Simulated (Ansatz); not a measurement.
# GeH2 (SMILES [GeH2]) at CCSDTQ/STO-3G

Aim: the energy change on altering one bond length of GeH2 at CCSDTQ/STO-3G, from 2 runs. 

The calculation is run with Ansatz 0.2.0.

41 further runs of the same task are left out: 7 that didn't finish, 34 set aside as unsound or not needed.

## Step 1: The structure to begin with

GeH2: 3 atoms, total charge 0, spin state singlet. As SMILES, `[GeH2]`. The shape is that of a PBE0-D4/def2-TZVP optimisation.

Bond lengths: Ge1–H2 1.595 Å, Ge1–H3 1.594 Å. Angles: H2–Ge1–H3 90.6°.

## Step 2: The energy at CCSDTQ/STO-3G

The input, in.yaml:

```yaml
crystal:
  periodic: [false, false, false]
  atoms:
    - {symbol: Ge, position_ang: [-0.570100, 0.405100, -0.263700]}
    - {symbol: H, position_ang: [0.783000, 0.743600, 0.509000]}
    - {symbol: H, position_ang: [-0.212900, -1.148700, -0.245300]}
basis:
  gaussian:
    orbitals: STO-3G
correlation:
  method: ccsdtq
  frozen_orbitals: {Ge: 9, H: 0}
accuracy: high
scf:
  omitted_lower_state_checks: [cluster_reference, increment]
```

Run with:

```sh
$ ansatz run in.yaml --threads 1 --pin off --max-ram 2610MiB --events-out events.jsonl --progress --plain --runs-dir runs
```

The log of the run, cut to the lines that bear on the results:

```text
Warning: RAYON_NUM_THREADS=1 ignored (pool sized by the plan → 1); use --threads N
Functional definition: HF
  name "HF"
[...]
235 factors; integrals over basis functions are off by at most 1.3e-8 eV
[...]
mean field -55860.10452744 eV, -2052.8209780446 hartree, gradient 1.5e-8 eV, S^2 0.000000; 0 other end points of the search recorded, 0 dependent functions left out; unrestricted orbitals would lower it
9 core orbitals not correlated: weight in the atoms' cores, before any rotation towards them, 1.000 or more for the frozen orbitals, at most 0.000 for the correlated occupied ones
reference -55860.10452744 eV, -2052.8209780446 hartree; 8, 8 occupied and 3, 3 virtual orbitals, 235 factors
second order -0.90856687 eV of doubles, -0.00000000 eV of singles
cycle   1  -1.21870327 eV  change   -3.1e-1 eV  update   5.8e-2
[...]
cycle  37  -1.44119248 eV  change  -8.1e-12 eV  update  8.8e-10
Total energy: -55861.54571992 eV, -2052.8739408913 hartree
Checks for a lower state left out: cluster_reference, increment
```

Run time: 12 s. Hardware: 1 thread of AMD EPYC 7R43 (Zen 3), shared host; peak memory 0.38 GiB.

## Step 3: The distorted shape at the same level

The input, in.yaml:

```yaml
crystal:
  periodic: [false, false, false]
  atoms:
    - symbol: Ge
      position_ang: [-0.659390, 0.793507, -0.268299]
    - symbol: H
      position_ang: [0.693710, 1.132007, 0.504401]
    - symbol: H
      position_ang: [-0.212900, -1.148700, -0.245300]
basis:
  gaussian: {orbitals: STO-3G}
correlation: {method: ccsdtq, frozen_orbitals: {Ge: 9, H: 0}}
accuracy: high
scf: {omitted_lower_state_checks: [cluster_reference, increment]}
```

Run with:

```sh
$ ansatz run in.yaml --threads 1 --pin off --max-ram 2610MiB --events-out events.jsonl --progress --plain --runs-dir runs
```

The log of the run, cut to the lines that bear on the results:

```text
Warning: RAYON_NUM_THREADS=1 ignored (pool sized by the plan → 1); use --threads N
[... 2 set-up lines as earlier in the session ...]
[...]
232 factors; integrals over basis functions are off by at most 1.2e-8 eV
[...]
mean field -55858.45645100 eV, -2052.7604123527 hartree, gradient 6.2e-8 eV, S^2 0.000000; 0 other end points of the search recorded, 0 dependent functions left out; unrestricted orbitals would lower it
9 core orbitals not correlated: weight in the atoms' cores, before any rotation towards them, 1.000 or more for the frozen orbitals, at most 0.000 for the correlated occupied ones
reference -55858.45645100 eV, -2052.7604123527 hartree; 8, 8 occupied and 3, 3 virtual orbitals, 232 factors
second order -1.14914244 eV of doubles, -0.00000000 eV of singles
cycle   1  -1.57282780 eV  change   -4.2e-1 eV  update   7.4e-2
[...]
cycle  31  -1.90024823 eV  change   9.6e-13 eV  update   1.4e-9
Total energy: -55860.35669923 eV, -2052.8302451869 hartree
Checks for a lower state left out: cluster_reference, increment
```

It took 11 s on 1 thread of AMD EPYC 7R43 (Zen 3), shared host; peak memory 0.38 GiB.

## Step 4: Summary of results

Level: CCSDTQ/STO-3G, 9 core orbitals frozen.

| quantity | value |
| --- | --- |
| first shape: total energy | -2052.87394 Eh |
| first shape: correlation energy (9 core orbitals frozen) | -53.0 mEh |
| first shape: T1 diagnostic | 0.006 |
| distorted shape: total energy | -2052.83025 Eh |
| distorted shape: correlation energy (9 core orbitals frozen) | -69.8 mEh |
| distorted shape: T1 diagnostic | 0.009 |
| energy change with the Ge1–H3 bond stretched from 1.594 to 1.993 Å | 1.189 eV |

With the Ge1–H3 bond stretched from 1.594 to 1.993 Å the energy rises by 1.19 eV (27 kcal/mol). The first shape isn't relaxed at this level, so the change isn't measured from a minimum. The minimal basis adds a large error of its own. The restricted solution (first shape) is unstable to spin breaking: an unrestricted one lies lower. The restricted solution (distorted shape) is unstable to spin breaking: an unrestricted one lies lower.
